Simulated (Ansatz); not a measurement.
# PBE/cc-pVDZ run of GeSiH6 (SMILES [SiH3][GeH3])

Aim: the electronic atomisation energy of GeSiH6 at PBE/cc-pVDZ, from 4 runs. 

Program for the calculation: Ansatz 0.2.0.

48 further runs of the same task are left out: 7 that didn't finish, 41 set aside as unsound or not needed. Runs told in other sessions of the task aren't counted.

**1. The molecule**

The species is GeSiH6 (8 atoms), meant as a singlet with charge 0. As SMILES, `[SiH3][GeH3]`. The coordinates come from a PBE0-D4/def2-TZVP relaxation.

Bond lengths: Si1–Ge2 2.378 Å, Si1–H3 1.487 Å, Si1–H4 1.487 Å, Si1–H5 1.487 Å, Ge2–H6 1.538 Å, Ge2–H7 1.538 Å, Ge2–H8 1.538 Å. Some angles: Si1–Ge2–H6 110.6°, Si1–Ge2–H7 110.6°, Si1–Ge2–H8 110.6°, Ge2–Si1–H3 110.1°, Ge2–Si1–H4 110.1°, Ge2–Si1–H5 110.1°, H6–Ge2–H7 108.3°, H6–Ge2–H8 108.3°, H7–Ge2–H8 108.3°, H3–Si1–H4 108.8°.

**2. A single-point energy at PBE/cc-pVDZ**

input.yaml

```yaml
crystal:
  periodic: [false, false, false]
  atoms:
    - {symbol: Si, position_ang: [-0.516700, 0.386500, -1.010200]}
    - {symbol: Ge, position_ang: [0.529700, -0.393800, 0.977400]}
    - {symbol: H, position_ang: [-1.894900, 0.857200, -0.710900]}
    - {symbol: H, position_ang: [-0.590800, -0.708400, -2.013300]}
    - {symbol: H, position_ang: [0.260800, 1.514500, -1.587400]}
    - {symbol: H, position_ang: [0.619100, 0.733600, 2.019400]}
    - {symbol: H, position_ang: [1.954300, -0.890500, 0.679100]}
    - {symbol: H, position_ang: [-0.269300, -1.556200, 1.590100]}
basis:
  gaussian: {orbitals: cc-pVDZ}
hamiltonian: {xc: {name: PBE}}
output: {orbitals: {seedname: orbitals}}
accuracy: high
```

On the command line:

```bash
$ ansatz run input.yaml --threads 1 --pin off --max-ram 3480MiB --events-out events.jsonl --progress --plain --runs-dir runs
```

The log of the run:

```text
Warning: RAYON_NUM_THREADS=1 ignored (pool sized by the plan → 1); use --threads N
Functional definition: PBE
  name "PBE"
  parameter kappa = 0.804
  parameter beta = 0.06672455060314922
  exchange = pbe_x(kappa = kappa, mu = beta*pi^2/3)
  correlation = pbe_c(beta = beta)
1748 factors; integrals over basis functions are off by at most 4.7e-9 eV
mean field evaluation 1: about -64478.2188 eV, gradient 1.5e1 eV
mean field evaluation 2: about -64478.9671 eV, gradient 6.6e0 eV
mean field evaluation 4: about -64479.1299 eV, gradient 2.5e-1 eV
mean field evaluation 8: about -64479.1243 eV, gradient 1.2e-2 eV
mean field evaluation 16: about -64479.1243 eV, gradient 4.4e-7 eV
mean field -64479.12428000 eV, -2369.5641117697 hartree, gradient 3.4e-8 eV, S^2 0.000000; 0 other end points of the search recorded, 0 dependent functions left out
reference -64479.12428362 eV, -2369.5641119029 hartree; 26, 26 occupied and 49, 49 virtual orbitals, 1748 factors
Total energy: -64479.12428362 eV, -2369.5641119029 hartree
```

Run time: 6 s. Hardware: 1 thread of Arm Neoverse V1, shared host; peak memory 0.19 GiB.

**3. The Ge atom at the same level**

job.yaml

```yaml
crystal:
  periodic: [false, false, false]
  atoms:
    - {symbol: Ge, position_ang: [0.000000, 0.000000, 0.000000]}
basis:
  gaussian: {orbitals: cc-pVDZ}
accuracy: high
magnetization: {spin_polarized: true, initial_magnetization: 2}
hamiltonian: {xc: {name: PBE}}
```

On the command line:

```bash
$ ansatz run job.yaml --threads 1 --pin off --max-ram 3480MiB --events-out events.jsonl --progress --plain --runs-dir runs
```

The log of the run:

```text
Warning: RAYON_NUM_THREADS=1 ignored (pool sized by the plan → 1); use --threads N
Functional definition: PBE
  name "PBE"
  parameter kappa = 0.804
  parameter beta = 0.06672455060314922
  exchange = pbe_x(kappa = kappa, mu = beta*pi^2/3)
  correlation = pbe_c(beta = beta)
260 factors; integrals over basis functions are off by at most 4.5e-9 eV
mean field evaluation 1: about -56506.3798 eV, gradient 2.7e0 eV
mean field evaluation 2: about -56506.4386 eV, gradient 5.2e-1 eV
mean field evaluation 4: about -56506.4399 eV, gradient 4.8e-2 eV
mean field evaluation 8: about -56506.4400 eV, gradient 1.6e-5 eV
mean field evaluation 16: about -56506.4399 eV, gradient 6.0e-2 eV
mean field evaluation 32: about -56506.4399 eV, gradient 6.0e-2 eV
mean field -56506.43998112 eV, -2076.5733678655 hartree, gradient 2.5e-8 eV, S^2 2.001834; 2 other end points of the search recorded, 0 dependent functions left out
reference -56506.43998310 eV, -2076.5733679384 hartree; 17, 15 occupied and 10, 12 virtual orbitals, 260 factors
Total energy: -56506.43998310 eV, -2076.5733679384 hartree
```

It took 1.8 s on 1 thread of Arm Neoverse V1, shared host; peak memory 0.09 GiB.

**4. The H atom at the same level**

molecule.yaml

```yaml
crystal:
  periodic: [false, false, false]
  atoms:
    - {symbol: H, position_ang: [0.000000, 0.000000, 0.000000]}
basis:
  gaussian:
    orbitals: cc-pVDZ
magnetization:
  spin_polarized: true
  initial_magnetization: 1
hamiltonian:
  xc: {name: PBE}
accuracy: high
```

Run the same way, it converges to -0.49863 Eh (log not shown).

**5. The Si atom at the same level**

input.yaml

```yaml
crystal:
  periodic: [false, false, false]
  atoms:
    - {symbol: Si, position_ang: [0.000000, 0.000000, 0.000000]}
basis:
  gaussian:
    orbitals: cc-pVDZ
magnetization:
  spin_polarized: true
  initial_magnetization: 2
hamiltonian:
  xc: pbe
accuracy: high
```

Run the same way, it converges to -289.21910 Eh (log not shown).

**6. Results**

Level: PBE/cc-pVDZ.

| quantity | value |
| --- | --- |
| molecule: total energy | -2369.56411 Eh |
| molecule: HOMO energy | -7.14 eV |
| molecule: LUMO energy | -0.17 eV |
| molecule: HOMO–LUMO gap | 6.97 eV |
| Ge atom: total energy | -2076.57337 Eh |
| Ge atom: ⟨S²⟩ | 2.002 |
| H atom: total energy | -0.49863 Eh |
| H atom: ⟨S²⟩ | 0.750 |
| Si atom: total energy | -289.21910 Eh |
| Si atom: ⟨S²⟩ | 2.003 |
| electronic atomisation energy | 21.221 eV |

In words: Taking the molecule apart into free atoms costs 21.22 eV (2048 kJ/mol), before zero-point energy and without spin-orbit coupling.
